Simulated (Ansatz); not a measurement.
# C2H5AlCl: the cost of one run

Method: the settings change from run to run; program: Ansatz 0.2.0, Gaussian basis.

### 1 The geometry

The structure was relaxed beforehand with PBE0-D4 in a triple-zeta def2 set.

SMILES `C[CH2][Al][Cl]`, 9 atoms, charge 0, spin multiplicity 2.

Atoms are counted from 1 here; the program's logs count them from 0.

Bond lengths: C1–C2 1.525 Å, C1–H5 1.092 Å, C1–H6 1.095 Å, C1–H7 1.092 Å, C2–Al3 1.981 Å, C2–H8 1.097 Å, C2–H9 1.097 Å, Al3–Cl4 2.125 Å. Angles: C2–C1–H5 111.8°, C2–C1–H6 111.3°, C2–C1–H7 111.7°, H5–C1–H6 107.5°, H5–C1–H7 106.8°, H6–C1–H7 107.5°, C1–C2–Al3 114.9°, C1–C2–H8 111.3°, C1–C2–H9 111.5°, Al3–C2–H8 106.4°, Al3–C2–H9 106.9°, H8–C2–H9 105.2°, C2–Al3–Cl4 116.6°.

### 2 wB97/def2-TZVPD

Options: atoms shaken by 0.08 Å, high accuracy.

in.yaml

```yaml
crystal:
  periodic: [false, false, false]
  atoms:
    - {symbol: C, position_ang: [-0.073896, 0.900021, 0.050547]}
    - {symbol: C, position_ang: [-0.266286, -0.441729, 0.686926]}
    - {symbol: Al, position_ang: [0.278969, -1.878879, -0.446427]}
    - {symbol: Cl, position_ang: [1.050929, -1.497397, -2.216463]}
    - {symbol: H, position_ang: [-0.708730, 1.094328, -0.839509]}
    - {symbol: H, position_ang: [-0.456058, 1.781144, 0.708237]}
    - {symbol: H, position_ang: [0.919848, 1.191797, -0.281503]}
    - {symbol: H, position_ang: [0.327016, -0.546787, 1.535860]}
    - {symbol: H, position_ang: [-1.102973, -0.757251, 0.920596]}
basis:
  gaussian: {orbitals: def2-TZVPD}
magnetization: {spin_polarized: true, initial_magnetization: 1}
hamiltonian: {xc: {name: wB97}}
accuracy: high
output: {forces: true}
```

Command:

```console
> ansatz run in.yaml --threads 2 --pin off --events-out ev --progress --plain --max-ram 31744MiB --backend cpu
```

**Question.** How long does this run take on 2 threads of AMD EPYC 7R13, shared host, and how much memory does it need?

About 60 s, with a peak of 2 GiB.
